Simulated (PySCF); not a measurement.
# C₂H₈BF₂N: core binding energies at several levels of theory, part 2 of 3

PySCF 2.14.0. Atoms count from 0.

## (5) Core-electron binding energies: PBE, X2C

What the job is given:

```
{"job": {"kind": "xps", "xc": "PBE"}, "charge": 0, "multiplicity": 1}
N      1.460539     0.451305     0.337844
B      0.679780    -0.956695     0.072529
C     -0.801718    -0.633103    -0.535450
C     -1.422109     0.642133    -0.058107
F     -1.268313     0.806435     1.291703
F     -0.776971     1.717324    -0.626310
H      2.408732     0.275738     0.667305
H      1.501407     1.038586    -0.496302
H      0.961560     0.988763     1.050614
H      1.384209    -1.586457    -0.708077
H      0.644440    -1.484675     1.177812
H     -0.808784    -0.580694    -1.637318
H     -1.473907    -1.463633    -0.266617
H     -2.496764     0.769674    -0.276220
```

Level: delta-SCF UKS PBE, pcX-2 on the ionised atom, pcseg-1 elsewhere, spin-free X2C.

What it wrote:

```text
ground state, core basis on atom 0 (N), 155 functions
  cycle   1  E = -359.99509454  |g| = 7.32e-01
  cycle   2  E = -359.81842552  |g| = 1.20e+00
  cycle   3  E = -360.11705249  |g| = 1.08e-01
  cycle   4  E = -360.11922667  |g| = 5.26e-02
  cycle   5  E = -360.11983166  |g| = 1.02e-02
  cycle   6  E = -360.11985588  |g| = 3.50e-03
  cycle   7  E = -360.11985718  |g| = 9.18e-04
  cycle   8  E = -360.11985699  |g| = 3.00e-04
  E(ground) = -360.12014247 Eh
hole in N 1s of atom 0
  cycle   1  E = -344.49565202  |g| = 1.87e+00
  cycle   2  E = -342.65813989  |g| = 2.57e+00
  cycle   3  E = -345.01855030  |g| = 5.73e-01
  cycle   4  E = -345.12479504  |g| = 3.31e-01
  cycle   5  E = -345.16068141  |g| = 1.27e-01
  cycle   6  E = -345.16526368  |g| = 5.21e-02
  cycle   7  E = -345.16624903  |g| = 6.86e-03
  cycle   8  E = -345.16626318  |g| = 3.94e-03
  cycle   9  E = -345.16626922  |g| = 1.28e-03
  cycle  10  E = -345.16626961  |g| = 4.38e-04
  E(ion) = -345.16660915 Eh   <S^2> = 0.7585   hole on atom = 1.000   binding energy = 406.906 eV
ground state, core basis on atom 1 (B), 155 functions
  cycle   1  E = -360.10397858  |g| = 5.76e-02
  cycle   2  E = -360.10388738  |g| = 2.78e-02
  cycle   3  E = -360.10388429  |g| = 2.83e-02
  cycle   4  E = -360.10404891  |g| = 2.79e-03
  cycle   5  E = -360.10405030  |g| = 4.37e-04
  E(ground) = -360.10446445 Eh
hole in B 1s of atom 1
  cycle   1  E = -352.57531165  |g| = 1.19e+00
  cycle   2  E = -351.83803030  |g| = 1.61e+00
  cycle   3  E = -352.95669481  |g| = 2.83e-01
  cycle   4  E = -352.98766341  |g| = 1.54e-01
  cycle   5  E = -352.99678304  |g| = 4.11e-02
  cycle   6  E = -352.99748377  |g| = 1.19e-02
  cycle   7  E = -352.99753239  |g| = 3.88e-03
  cycle   8  E = -352.99753551  |g| = 1.63e-03
  cycle   9  E = -352.99753754  |g| = 4.29e-04
  E(ion) = -352.99791855 Eh   <S^2> = 0.7617   hole on atom = 1.000   binding energy = 193.379 eV
ground state, core basis on atom 2 (C), 155 functions
  cycle   1  E = -360.10929744  |g| = 7.26e-02
  cycle   2  E = -360.10921542  |g| = 2.44e-02
  cycle   3  E = -360.10912792  |g| = 3.15e-02
  cycle   4  E = -360.10936463  |g| = 3.90e-03
  cycle   5  E = -360.10936844  |g| = 5.13e-04
  cycle   6  E = -360.10936824  |g| = 1.56e-04
  E(ground) = -360.10943450 Eh
hole in C 1s of atom 2
  cycle   1  E = -348.93464603  |g| = 1.53e+00
  cycle   2  E = -347.96143031  |g| = 2.06e+00
  cycle   3  E = -349.42514706  |g| = 4.10e-01
  cycle   4  E = -349.46117176  |g| = 2.95e-01
  cycle   5  E = -349.48769938  |g| = 5.13e-02
  cycle   6  E = -349.48866839  |g| = 1.37e-02
  cycle   7  E = -349.48874573  |g| = 3.56e-03
  cycle   8  E = -349.48875066  |g| = 1.68e-03
  cycle   9  E = -349.48875162  |g| = 4.85e-04
  E(ion) = -349.48877880 Eh   <S^2> = 0.7601   hole on atom = 1.000   binding energy = 289.003 eV
ground state, core basis on atom 3 (C), 155 functions
  cycle   1  E = -360.11597847  |g| = 7.79e-02
  cycle   2  E = -360.11565588  |g| = 5.32e-02
  cycle   3  E = -360.11584524  |g| = 4.30e-02
  cycle   4  E = -360.11615886  |g| = 6.36e-03
  cycle   5  E = -360.11616628  |g| = 8.26e-04
  cycle   6  E = -360.11616561  |g| = 1.74e-04
  E(ground) = -360.11612913 Eh
hole in C 1s of atom 3
  cycle   1  E = -348.77066310  |g| = 1.52e+00
  cycle   2  E = -341.64737191  |g| = 3.49e+00
  cycle   3  E = -348.85984707  |g| = 9.84e-01
  cycle   4  E = -349.17077097  |g| = 6.19e-01
  cycle   5  E = -349.29674738  |g| = 1.71e-01
  cycle   6  E = -349.30597861  |g| = 6.09e-02
  cycle   7  E = -349.30799304  |g| = 9.43e-03
  cycle   8  E = -349.30802044  |g| = 6.44e-03
  cycle   9  E = -349.30803429  |g| = 1.92e-03
  cycle  10  E = -349.30803528  |g| = 7.57e-04
  cycle  11  E = -349.30803630  |g| = 2.11e-04
  E(ion) = -349.30789795 Eh   <S^2> = 0.7629   hole on atom = 1.000   binding energy = 294.107 eV
ground state, core basis on atom 4 (F), 155 functions
  cycle   1  E = -360.15854891  |g| = 1.39e-01
  cycle   2  E = -360.15781014  |g| = 8.30e-02
  cycle   3  E = -360.15762974  |g| = 9.06e-02
  cycle   4  E = -360.15880734  |g| = 4.43e-03
  cycle   5  E = -360.15881073  |g| = 1.44e-03
  cycle   6  E = -360.15881082  |g| = 1.55e-04
  E(ground) = -360.15889154 Eh
hole in F 1s of atom 4
  cycle   1  E = -333.83717770  |g| = 2.62e+00
  cycle   2  E = -331.99503821  |g| = 2.78e+00
  cycle   3  E = -334.18053337  |g| = 1.02e+00
  cycle   4  E = -334.68781466  |g| = 3.91e-01
  cycle   5  E = -334.72805570  |g| = 2.05e-01
  cycle   6  E = -334.73936587  |g| = 8.50e-02
  cycle   7  E = -334.74196249  |g| = 7.74e-03
  cycle   8  E = -334.74198796  |g| = 3.59e-03
  cycle   9  E = -334.74199404  |g| = 5.45e-04
  cycle  10  E = -334.74199457  |g| = 1.46e-04
  E(ion) = -334.74189517 Eh   <S^2> = 0.7545   hole on atom = 1.000   binding energy = 691.632 eV
```

Run time: 27 s. Hardware: 1 thread of Arm Neoverse V1, shared host; peak memory 0.61 GiB.

The holes in one table. −ε is the ground-state orbital energy:

| hole | stands for | environment | ΔSCF (eV) | −ε (eV) | ⟨S²⟩ |
| --- | --- | --- | --- | --- | --- |
| N1s on N0 | N0 | donor nitrogen of a Lewis adduct | 406.91 | 382.7 | 0.758 |
| B1s on B1 | B1 | boron bonded to C, N, 2 H | 193.38 | 175.5 | 0.762 |
| C1s on C2 | C2 | sp3 CH2 bonded to B | 289.00 | 268.2 | 0.760 |
| C1s on C3 | C3 | sp3 CH bonded to 2 F | 294.11 | 272.9 | 0.763 |
| F1s on F4 | F4, F5 | fluorine of a CF2 group | 691.63 | 660.6 | 0.754 |

Each hole run stands for the others of its class of like atoms.

## (6) Core holes by ΔSCF: HF, X2C

The job, as its differences from that of step 5:

```diff
@@ -1,2 +1,2 @@
-{"job": {"kind": "xps", "xc": "PBE"}, "charge": 0, "multiplicity": 1}
+{"job": {"kind": "xps", "xc": "HF"}, "charge": 0, "multiplicity": 1}
 N      1.460539     0.451305     0.337844
```

Method: delta-SCF UKS HF, pcX-2 on the ionised atom, pcseg-1 elsewhere, spin-free X2C.

What it wrote:

```text
ground state, core basis on atom 0 (N), 155 functions
  cycle   1  E = -358.44193402  |g| = 7.54e-01
  cycle   2  E = -358.55153734  |g| = 4.15e-01
  cycle   3  E = -358.58207865  |g| = 6.75e-02
  cycle   4  E = -358.58355661  |g| = 1.89e-02
  cycle   5  E = -358.58365783  |g| = 3.97e-03
  cycle   6  E = -358.58366532  |g| = 1.09e-03
  cycle   7  E = -358.58366589  |g| = 3.69e-04
  E(ground) = -358.58366589 Eh
hole in N 1s of atom 0
  cycle   1  E = -342.93606032  |g| = 1.84e+00
  cycle   2  E = -343.36752900  |g| = 9.50e-01
  cycle   3  E = -343.59998909  |g| = 1.04e-01
  cycle   4  E = -343.60364572  |g| = 2.11e-02
  cycle   5  E = -343.60415802  |g| = 1.18e-02
  cycle   6  E = -343.60437234  |g| = 5.34e-03
  cycle   7  E = -343.60441227  |g| = 1.66e-03
  cycle   8  E = -343.60441595  |g| = 4.97e-04
  E(ion) = -343.60441595 Eh   <S^2> = 0.7759   hole on atom = 1.000   binding energy = 407.606 eV
ground state, core basis on atom 1 (B), 155 functions
  cycle   1  E = -358.56666161  |g| = 2.61e-02
  cycle   2  E = -358.56674498  |g| = 6.89e-03
  cycle   3  E = -358.56675409  |g| = 2.58e-03
  cycle   4  E = -358.56675559  |g| = 2.94e-04
  E(ground) = -358.56675559 Eh
hole in B 1s of atom 1
  cycle   1  E = -351.02205137  |g| = 1.16e+00
  cycle   2  E = -351.34017764  |g| = 4.67e-01
  cycle   3  E = -351.43065569  |g| = 8.37e-02
  cycle   4  E = -351.43423421  |g| = 1.91e-02
  cycle   5  E = -351.43463871  |g| = 1.26e-02
  cycle   6  E = -351.43494199  |g| = 7.68e-03
  cycle   7  E = -351.43513275  |g| = 2.42e-03
  cycle   8  E = -351.43514868  |g| = 8.97e-04
  cycle   9  E = -351.43514977  |g| = 4.28e-04
  E(ion) = -351.43514977 Eh   <S^2> = 0.7852   hole on atom = 1.000   binding energy = 194.061 eV
ground state, core basis on atom 2 (C), 155 functions
  cycle   1  E = -358.57362487  |g| = 2.66e-02
  cycle   2  E = -358.57370665  |g| = 3.58e-03
  cycle   3  E = -358.57371071  |g| = 1.35e-03
  cycle   4  E = -358.57371120  |g| = 3.95e-04
  E(ground) = -358.57371120 Eh
hole in C 1s of atom 2
  cycle   1  E = -347.37657286  |g| = 1.50e+00
  cycle   2  E = -347.73828077  |g| = 7.49e-01
  cycle   3  E = -347.92132078  |g| = 1.06e-01
  cycle   4  E = -347.92577837  |g| = 2.54e-02
  cycle   5  E = -347.92624060  |g| = 1.51e-02
  cycle   6  E = -347.92660189  |g| = 7.99e-03
  cycle   7  E = -347.92675316  |g| = 2.63e-03
  cycle   8  E = -347.92676711  |g| = 8.39e-04
  cycle   9  E = -347.92676821  |g| = 2.96e-04
  E(ion) = -347.92676821 Eh   <S^2> = 0.7821   hole on atom = 1.000   binding energy = 289.718 eV
ground state, core basis on atom 3 (C), 155 functions
  cycle   1  E = -358.58187831  |g| = 3.59e-02
  cycle   2  E = -358.58203064  |g| = 8.01e-03
  cycle   3  E = -358.58204127  |g| = 3.49e-03
  cycle   4  E = -358.58204367  |g| = 6.27e-04
  cycle   5  E = -358.58204379  |g| = 2.32e-04
  E(ground) = -358.58204379 Eh
hole in C 1s of atom 3
  cycle   1  E = -347.18364987  |g| = 1.48e+00
  cycle   2  E = -347.48064143  |g| = 8.60e-01
  cycle   3  E = -347.70197850  |g| = 1.79e-01
  cycle   4  E = -347.71327204  |g| = 4.78e-02
  cycle   5  E = -347.71449601  |g| = 2.06e-02
  cycle   6  E = -347.71521185  |g| = 1.36e-02
  cycle   7  E = -347.71576926  |g| = 7.05e-03
  cycle   8  E = -347.71593730  |g| = 2.94e-03
  cycle   9  E = -347.71595891  |g| = 1.37e-03
  cycle  10  E = -347.71596299  |g| = 5.76e-04
  cycle  11  E = -347.71596373  |g| = 1.90e-04
  E(ion) = -347.71596373 Eh   <S^2> = 0.8077   hole on atom = 1.000   binding energy = 295.681 eV
ground state, core basis on atom 4 (F), 155 functions
  cycle   1  E = -358.62630171  |g| = 3.91e-02
  cycle   2  E = -358.62639440  |g| = 8.98e-03
  cycle   3  E = -358.62640445  |g| = 4.78e-03
  cycle   4  E = -358.62640764  |g| = 5.91e-04
  cycle   5  E = -358.62640782  |g| = 1.75e-04
  E(ground) = -358.62640782 Eh
hole in F 1s of atom 4
  cycle   1  E = -332.30257832  |g| = 2.56e+00
  cycle   2  E = -332.96635363  |g| = 1.17e+00
  cycle   3  E = -333.19034302  |g| = 8.79e-02
  cycle   4  E = -333.19229193  |g| = 2.41e-02
  cycle   5  E = -333.19253671  |g| = 1.19e-02
  cycle   6  E = -333.19262451  |g| = 3.57e-03
  cycle   7  E = -333.19263452  |g| = 1.12e-03
  cycle   8  E = -333.19263568  |g| = 4.32e-04
  E(ion) = -333.19263568 Eh   <S^2> = 0.7615   hole on atom = 1.000   binding energy = 692.088 eV
```

Wall time 25 s (1 thread of Arm Neoverse V1, shared host); peak memory 0.61 GiB.

Binding energies by hole, beside the orbital energy of the ground state; the difference holds orbital relaxation and, for a density functional, its self-interaction error:

| hole | stands for | environment | ΔSCF (eV) | −ε (eV) | ⟨S²⟩ |
| --- | --- | --- | --- | --- | --- |
| N1s on N0 | N0 | donor nitrogen of a Lewis adduct | 407.61 | 425.8 | 0.776 |
| B1s on B1 | B1 | boron bonded to C, N, 2 H | 194.06 | 205.3 | 0.785 |
| C1s on C2 | C2 | sp3 CH2 bonded to B | 289.72 | 304.7 | 0.782 |
| C1s on C3 | C3 | sp3 CH bonded to 2 F | 295.68 | 310.2 | 0.808 |
| F1s on F4 | F4, F5 | fluorine of a CF2 group | 692.09 | 716.3 | 0.761 |

Each hole run stands for the others of its class of like atoms.

## (7) Core-electron binding energies: SCAN, X2C

The job, as its differences from that of step 6:

```diff
@@ -1,2 +1,2 @@
-{"job": {"kind": "xps", "xc": "HF"}, "charge": 0, "multiplicity": 1}
+{"job": {"kind": "xps", "basis": "pcX-1"}, "charge": 0, "multiplicity": 1}
 N      1.460539     0.451305     0.337844
```

With the program's defaults for keys left out, this is: delta-SCF UKS SCAN, pcX-1 on the ionised atom, pcseg-1 elsewhere, spin-free X2C.

What it wrote:

```text
ground state, core basis on atom 0 (N), 134 functions
  cycle   1  E = -360.26786177  |g| = 7.15e-01
  cycle   2  E = -360.16620679  |g| = 1.04e+00
  cycle   3  E = -360.37647376  |g| = 1.11e-01
  cycle   4  E = -360.37879305  |g| = 4.35e-02
  cycle   5  E = -360.37922384  |g| = 7.94e-03
  cycle   6  E = -360.37923898  |g| = 2.54e-03
  cycle   7  E = -360.37923921  |g| = 1.32e-03
  cycle   8  E = -360.37924089  |g| = 4.13e-04
  E(ground) = -360.37843739 Eh
hole in N 1s of atom 0
  cycle   1  E = -344.71778172  |g| = 1.85e+00
  cycle   2  E = -344.09592036  |g| = 2.01e+00
  cycle   3  E = -345.33181928  |g| = 4.09e-01
  cycle   4  E = -345.37772163  |g| = 1.83e-01
  cycle   5  E = -345.38734133  |g| = 6.45e-02
  cycle   6  E = -345.38855773  |g| = 1.99e-02
  cycle   7  E = -345.38872451  |g| = 5.11e-03
  cycle   8  E = -345.38873406  |g| = 2.96e-03
  cycle   9  E = -345.38873744  |g| = 1.02e-03
  cycle  10  E = -345.38873777  |g| = 3.32e-04
  E(ion) = -345.38788787 Eh   <S^2> = 0.7641   hole on atom = 1.000   binding energy = 407.914 eV
ground state, core basis on atom 1 (B), 134 functions
  cycle   1  E = -360.37738394  |g| = 4.02e-02
  cycle   2  E = -360.37707689  |g| = 5.14e-02
  cycle   3  E = -360.37765742  |g| = 4.85e-03
  cycle   4  E = -360.37765952  |g| = 1.07e-03
  cycle   5  E = -360.37766204  |g| = 4.30e-04
  E(ground) = -360.38033819 Eh
hole in B 1s of atom 1
  cycle   1  E = -352.83139638  |g| = 1.17e+00
  cycle   2  E = -352.38593783  |g| = 1.38e+00
  cycle   3  E = -353.20730428  |g| = 2.55e-01
  cycle   4  E = -353.23514785  |g| = 1.18e-01
  cycle   5  E = -353.24085605  |g| = 2.79e-02
  cycle   6  E = -353.24114540  |g| = 9.73e-03
  cycle   7  E = -353.24116867  |g| = 8.74e-03
  cycle   8  E = -353.24119770  |g| = 2.35e-03
  cycle   9  E = -353.24120046  |g| = 1.26e-03
  cycle  10  E = -353.24120141  |g| = 4.98e-04
  E(ion) = -353.24562412 Eh   <S^2> = 0.7705   hole on atom = 1.000   binding energy = 194.145 eV
ground state, core basis on atom 2 (C), 134 functions
  cycle   1  E = -360.37901451  |g| = 3.05e-02
  cycle   2  E = -360.37889516  |g| = 3.50e-02
  cycle   3  E = -360.37918368  |g| = 4.58e-03
  cycle   4  E = -360.37918595  |g| = 3.41e-03
  cycle   5  E = -360.37918598  |g| = 4.16e-04
  E(ground) = -360.38032696 Eh
hole in C 1s of atom 2
  cycle   1  E = -349.17015259  |g| = 1.51e+00
  cycle   2  E = -348.55452697  |g| = 1.78e+00
  cycle   3  E = -349.67333600  |g| = 3.83e-01
  cycle   4  E = -349.71036509  |g| = 2.31e-01
  cycle   5  E = -349.72641268  |g| = 4.43e-02
  cycle   6  E = -349.72708080  |g| = 1.15e-02
  cycle   7  E = -349.72713777  |g| = 3.95e-03
  cycle   8  E = -349.72714573  |g| = 2.14e-03
  cycle   9  E = -349.72714829  |g| = 1.05e-03
  cycle  10  E = -349.72714897  |g| = 5.67e-04
  cycle  11  E = -349.72714982  |g| = 2.03e-04
  E(ion) = -349.72825805 Eh   <S^2> = 0.7663   hole on atom = 1.000   binding energy = 289.858 eV
ground state, core basis on atom 3 (C), 134 functions
  cycle   1  E = -360.37789531  |g| = 4.37e-02
  cycle   2  E = -360.37760454  |g| = 5.48e-02
  cycle   3  E = -360.37829664  |g| = 4.81e-03
  cycle   4  E = -360.37829658  |g| = 3.89e-03
  cycle   5  E = -360.37829795  |g| = 5.83e-04
  cycle   6  E = -360.37829926  |g| = 1.20e-04
  E(ground) = -360.37818715 Eh
hole in C 1s of atom 3
  cycle   1  E = -348.98898270  |g| = 1.50e+00
  cycle   2  E = -342.59308064  |g| = 3.30e+00
  cycle   3  E = -349.15122719  |g| = 9.03e-01
  cycle   4  E = -349.41826489  |g| = 5.46e-01
  cycle   5  E = -349.51814371  |g| = 1.54e-01
  cycle   6  E = -349.52543249  |g| = 4.87e-02
  cycle   7  E = -349.52671833  |g| = 8.70e-03
  cycle   8  E = -349.52674776  |g| = 6.58e-03
  cycle   9  E = -349.52676468  |g| = 2.84e-03
  cycle  10  E = -349.52676864  |g| = 1.32e-03
  cycle  11  E = -349.52676912  |g| = 5.93e-04
  cycle  12  E = -349.52676897  |g| = 2.00e-04
  E(ion) = -349.52897733 Eh   <S^2> = 0.7723   hole on atom = 1.000   binding energy = 295.222 eV
ground state, core basis on atom 4 (F), 134 functions
  cycle   1  E = -360.37618263  |g| = 4.60e-02
  cycle   2  E = -360.37598214  |g| = 4.73e-02
  cycle   3  E = -360.37645206  |g| = 1.28e-02
  cycle   4  E = -360.37647219  |g| = 5.51e-03
  cycle   5  E = -360.37647652  |g| = 4.85e-04
  E(ground) = -360.37953600 Eh
hole in F 1s of atom 4
  cycle   1  E = -334.02967040  |g| = 2.57e+00
  cycle   2  E = -333.29824569  |g| = 2.37e+00
  cycle   3  E = -334.66347228  |g| = 6.94e-01
  cycle   4  E = -334.85035717  |g| = 3.65e-01
  cycle   5  E = -334.89702626  |g| = 1.31e-01
  cycle   6  E = -334.90173951  |g| = 4.60e-02
  cycle   7  E = -334.90257310  |g| = 6.25e-03
  cycle   8  E = -334.90258841  |g| = 3.17e-03
  cycle   9  E = -334.90259350  |g| = 5.49e-04
  cycle  10  E = -334.90259459  |g| = 2.20e-04
  E(ion) = -334.91199644 Eh   <S^2> = 0.7566   hole on atom = 1.000   binding energy = 693.007 eV
```

Run time: 38 s. Hardware: 1 thread of Arm Neoverse V1, shared host; peak memory 0.61 GiB.

Binding energies by hole, beside the orbital energy of the ground state; the difference holds orbital relaxation and, for a density functional, its self-interaction error:

| hole | stands for | environment | ΔSCF (eV) | −ε (eV) | ⟨S²⟩ |
| --- | --- | --- | --- | --- | --- |
| N1s on N0 | N0 | donor nitrogen of a Lewis adduct | 407.91 | 388.0 | 0.764 |
| B1s on B1 | B1 | boron bonded to C, N, 2 H | 194.15 | 178.4 | 0.771 |
| C1s on C2 | C2 | sp3 CH2 bonded to B | 289.86 | 272.6 | 0.766 |
| C1s on C3 | C3 | sp3 CH bonded to 2 F | 295.22 | 277.5 | 0.772 |
| F1s on F4 | F4, F5 | fluorine of a CF2 group | 693.01 | 666.4 | 0.757 |

Each hole run stands for the others of its class of like atoms.

(Part 2 of 3 ends here.)
